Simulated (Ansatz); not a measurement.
# TaNbN2: a trial structure relaxed

The task: take a trial cell of TaNbN2 to zero force and stress.

Program: Ansatz 0.2.0. Level of theory: DFT PBE, scalar-relativistic, plane waves, PAW. These are calculated values, not measurements.

### Step 1. The system as given

The structure is hexagonal, space group P6/mmm (No. 191). The conventional cell has a = 3.477 Å, b = 3.477 Å, c = 5.379 Å, α = 90.00°, β = 90.00°, γ = 120.00°. Ta (site symmetry 6/mmm) has 2 Nb at 2.69 Å as nearest neighbours. Nb (site symmetry 6/mmm) has 6 N at 2.01 Å as nearest neighbours. Around N (site symmetry -6m2) lie 3 N at 2.01 Å and 3 Nb at 2.01 Å.

Coordinates:

```cif
data_structure
_symmetry_space_group_name_H-M 'P 1'
_symmetry_Int_Tables_number 1
_cell_length_a 3.4768
_cell_length_b 3.4768
_cell_length_c 5.3791
_cell_angle_alpha 90.000
_cell_angle_beta 90.000
_cell_angle_gamma 120.000
_cell_volume 56.31
loop_
_atom_site_label
_atom_site_type_symbol
_atom_site_fract_x
_atom_site_fract_y
_atom_site_fract_z
_atom_site_occupancy
Ta1 Ta 0.00000 0.00000 0.50000 1
Nb1 Nb 0.00000 0.00000 0.00000 1
N1 N 0.33333 0.66667 0.00000 1
N2 N 0.66667 0.33333 0.00000 1
```

A structure generator made this guess: random cell by space group and Wyckoff sites (P6/mmm, No. 191). Lengths come from tabulated atomic sizes and are only a guess.

### Step 2. Probe: one point on a coarse mesh

input.yaml

```yaml
crystal:
  lattice:
    - [3.47684406, 0.0, 0.0]
    - [-1.73842203, 3.01103528, 0.0]
    - [0.0, 0.0, 5.37905113]
  atoms:
    - { symbol: Ta, position: [0.0, 0.0, 0.5] }
    - { symbol: Nb, position: [0.0, 0.0, 0.0] }
    - { symbol: "N", position: [0.33333333, 0.66666667, 0.0] }
    - { symbol: "N", position: [0.66666667, 0.33333333, 0.0] }
basis:
  ecutwfc: 420
kpoints:
  mp_grid: { grid: [6, 6, 4] }
hamiltonian:
  xc: pbe
scf:
  occupations: { method: gaussian, width: 0.1 }
  lower_state_search: "off"
output:
  forces: true
  stress: true
  eigenvalues: true
```

On the command line:

```console
ansatz run input.yaml --threads 1 --pin off --max-ram 2560MiB --backend cpu --events-out ev --progress --plain --runs-dir out
```

The session goes on with these runs: spin check on a coarse mesh; coarse relaxation; final relaxation.

Q: Predict the outcome of this session. Wanted: conventional cell; volume; energy over the elements; gap on the mesh; total moment.

**Answer**, as computed:

| quantity | value |
| --- | --- |
| symmetry at the end (tolerance 0.05 Å) | space group P6/mmm (No. 191) |
| conventional cell | a = 3.653 Å, b = 3.653 Å, c = 5.715 Å, α = 90.00°, β = 90.00°, γ = 120.00° |
| volume | 16.51 Å³/atom |
| energy over the elements (uncorrected; H, N, O, F and Cl as molecules) | +1.79 eV/atom |
| gap on the mesh | none (metal) |
| total moment | 0.97 μB/cell |

What this shows: The space group P6/mmm (No. 191) is kept, and the volume per atom grows by 17.2 % from the first guess. With a positive formation energy it can't be a ground state. No finished test with a distortion of lower symmetry is shown, so the end may be a saddle point. The runs treat Ta without spin-orbit coupling. Other magnetic orders were not searched.
